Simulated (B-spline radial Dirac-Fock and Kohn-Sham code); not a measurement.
# Muonic Sn

Aim: the levels and X-ray lines of a negative muon bound to a nucleus of Sn.

The numbers are computed with B-spline radial Dirac-Fock and Kohn-Sham code (version 3): Dirac equation of a negative muon with reduced mass around a spherical finite nucleus, Uehling potential to all orders; no nuclear polarisation, deformation, self-energy or electron screening.

### Step 1. What is computed

The free tin atom in the configuration 1s2 2s2 2p6 3s2 3p6 3d10 4s2 4p6 4d10 5s2 5p2.

```yaml
nuclear_charge: 50
electrons: 50
mass_number: 108
nuclear_rms_radius: 4.5605 fm
```

### Step 2. A = 108, fermi nucleus

The run's settings:

```ini
task = muonic
Z = 50
charge = 0
configuration = 1s2 2s2 2p6 3s2 3p6 3d10 4s2 4p6 4d10 5s2 5p2
mass_number = 108
rms_radius = 4.5605  # fm
nuclear_model = fermi
atomic_mass = 107.911894  # u
radius_from = measured
```

### Step 3. A = 109, fermi nucleus

The run's settings:

```ini
task = muonic
mass_number = 109
rms_radius = 4.5679  # fm
nuclear_model = fermi
atomic_mass = 108.911293  # u
```

### Step 4. A = 110, fermi nucleus

Recorded inputs:

```ini
task = muonic
mass_number = 110
rms_radius = 4.5785  # fm
nuclear_model = fermi
atomic_mass = 109.907845  # u
```

### Step 5. A = 111, fermi nucleus

Recorded inputs:

```ini
task = muonic
mass_number = 111
rms_radius = 4.5836  # fm
nuclear_model = fermi
atomic_mass = 110.907741  # u
```

(Steps that only read results are left out.)

What does the calculation give? Wanted: 1s binding, A = 108, fermi; for a point nucleus; vacuum polarisation in 1s; mean 1s radius, nuclear rms radius.

**Answer**, as computed:

| quantity | value |
| --- | --- |
| 1s binding, A = 108, fermi | 5259.97 keV |
| for a point nucleus | 7276.50 keV |
| vacuum polarisation in 1s | 36.29 keV |
| mean 1s radius, nuclear rms radius | 10.2, 4.561 fm |

In words: With a mean radius of 2.2 times the nuclear rms radius, the 1s level loses 28 % of its point-nucleus binding. (Vacuum polarisation, which the point-nucleus values lack, is taken out for this ratio.) The size effect lifts 2s above 2p1/2, which a point nucleus keeps level. From A = 108 to 111 the 2p3/2 → 1s1/2 line moves by -9.14 keV. Nuclear polarisation, deformation and electron screening are left out.
